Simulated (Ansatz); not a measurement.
# Chromium, beta-Sn type under PBEsol: structure, energy and stiffness

The plan for chromium in the beta-Sn type structure: relax it, solve it on a dense k-mesh, then scale the cell to 7 volumes from 88 to 112 % of the relaxed one and try a fit of the equation of state. The start is ferromagnetic. The k-meshes are 14×14×10 for the relaxation; 25×25×13 for the dense run; 17×17×9 for the volumes.

Computed with Ansatz 0.2.0 (DFT PBEsol, plane waves (420 eV) with PAW, scalar-relativistic; PAW files made under PBE, frozen cores solved again for the functional, unless a step says otherwise).

## (1) The starting structure

The structure is tetragonal, space group I4_1/amd (No. 141). Conventional cell: a = 4.518 Å, b = 4.518 Å, c = 2.467 Å, α = 90.00°, β = 90.00°, γ = 90.00°. Cr (site symmetry -4m2) has 6 Cr at 2.34 to 2.47 Å as nearest neighbours.

Coordinates:

```xyz
2
Lattice="-2.2592 2.2592 1.2335 2.2592 -2.2592 1.2335 2.2592 2.2592 -1.2335" Properties=species:S:1:pos:R:3 pbc="T T T"
Cr    0.0000    0.0000    0.0000
Cr    0.0000    2.2592    0.6168
```

Starting moments (μB): +1.5 ×2.

## (2) Relaxation of the cell

The input, input.yaml:

```yaml
crystal:
  lattice:
    - [-2.2592229202, 2.2592229202, 1.2335357144]
    - [2.2592229202, -2.2592229202, 1.2335357144]
    - [2.2592229202, 2.2592229202, -1.2335357144]
  atoms:
    - { symbol: Cr, position: [0.0, 0.0, 0.0], spin: 1.5 }
    - { symbol: Cr, position: [0.75, 0.25, 0.5], spin: 1.5 }
hamiltonian:
  xc: pbesol
  pseudopotentials:
    kind: paw
    azcp:
      Cr: "pseudopotentials/Cr.paw.azcp"
basis:
  ecutwfc: 420
  fft_grid_basis: typed
kpoints:
  mp_grid: { grid: [14, 14, 10], shift: [0, 0, 0] }
magnetization:
  spin_polarized: true
scf:
  occupations: { method: fermi_dirac, width: 0.05 }
relax:
  max_steps: 60
  f_tol: 0.01
  cell: {}
```

The runs that follow: The energy on a finer k-mesh; The cell scaled to 88 % of its volume; The cell scaled to 92 % of its volume; The cell scaled to 96 % of its volume; The cell scaled to 100 % of its volume; The cell scaled to 104 % of its volume; The cell scaled to 108 % of its volume; The cell scaled to 112 % of its volume.

What does the calculation give? Wanted: space group; conventional cell; volume; shortest distance; gap on the mesh; magnetic state; relative to bcc; V₀, B₀, B₀′.

As calculated:

| quantity | value |
| --- | --- |
| space group (spins left aside) | Fddd (No. 70) |
| conventional cell | a = 2.359 Å, b = 4.842 Å, c = 7.948 Å |
| volume | 11.347 Å³/atom |
| shortest distance | 2.359 Å |
| gap on the mesh | none (levels filled in part) |
| magnetic state | non-magnetic |
| relative to bcc | +202 meV/atom |
| V₀, B₀, B₀′ | 11.346 Å³/atom, 266 GPa, 4.1 |

What this shows: From the guessed start the volume shrank by 9.9 % in 20 steps. What began as beta-Sn type has relaxed into Fddd. What follows belongs to that structure, not to the type named at the start. The mesh has less symmetry than the lattice, which may have let the distortion in. It lies 202 meV/atom above the element's reference form at the same level (bcc, from a run of its own), so it is far from stable. The moments die out: the run ends non-magnetic. No gap shows: it is a metal or semimetal at this level. The fitted modulus is 266 GPa; letting shape and positions relax at each volume could only lower it.
